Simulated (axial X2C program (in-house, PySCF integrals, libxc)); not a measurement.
# WSi⁺: EOM-EA-CCSD levels

Aim: EOM-EA-CCSD levels of WSi⁺, with spin–orbit coupling in the Hamiltonian from the start.

Method: two-component X2C with atomic mean-field terms, W dyall-acv3z, Si dyall-av3z; program: an in-house X2C program for linear molecules on PySCF integrals.

All values are calculated.

### 1 Input

Input file task.json:

```json
{
 "zs": [
  74,
  14
 ],
 "q": 1,
 "bas": [
  "dyall-acv3z",
  "dyall-av3z"
 ],
 "r0": 2.53,
 "eom": "ea",
 "thr": -2.0,
 "nmax": 92,
 "grid": [
  1,
  0.96,
  1.045,
  0.92,
  1.09,
  1.15
 ]
}
```

Keys: zs atomic numbers; q charge; bas basis sets; r0 starting distance in Å; eom kind of EOM run; thr threshold in hartree for freezing inner shells (an s shell follows its p shell); nmax most natural virtual spinors; grid distances as factors.

Started as:

```bash
$ python soeom.py task.json out
```

Further steps of the session: EOM-EA-CCSD at 2.416 Å.

Q: Predict the outcome of this session. Wanted: next root led by one particle; T1 of the reference; lowest state, Re and ωe.

As calculated:

| quantity | value |
| --- | --- |
| lowest root at 2.416 Å | Ω = 1/2, 13.099 eV |
| next root led by one particle | Ω = 3/2, about 30 cm⁻¹ higher |
| T1 of the reference | 0.073 |
| lowest state, Re and ωe | 2.367 Å, 352 cm⁻¹ |

**Reading.** The added electron is bound by 13.10 eV in a spinor of 35% W dσ, 27% W sσ, 13% Si pπ. Errors of 0.1 to 0.3 eV are usual at this size, and roots led by higher excitations are left out, so the list is incomplete, and low states of that kind can be missing. T1 or the largest double amplitude of the reference is raised, which lowers the reliability.
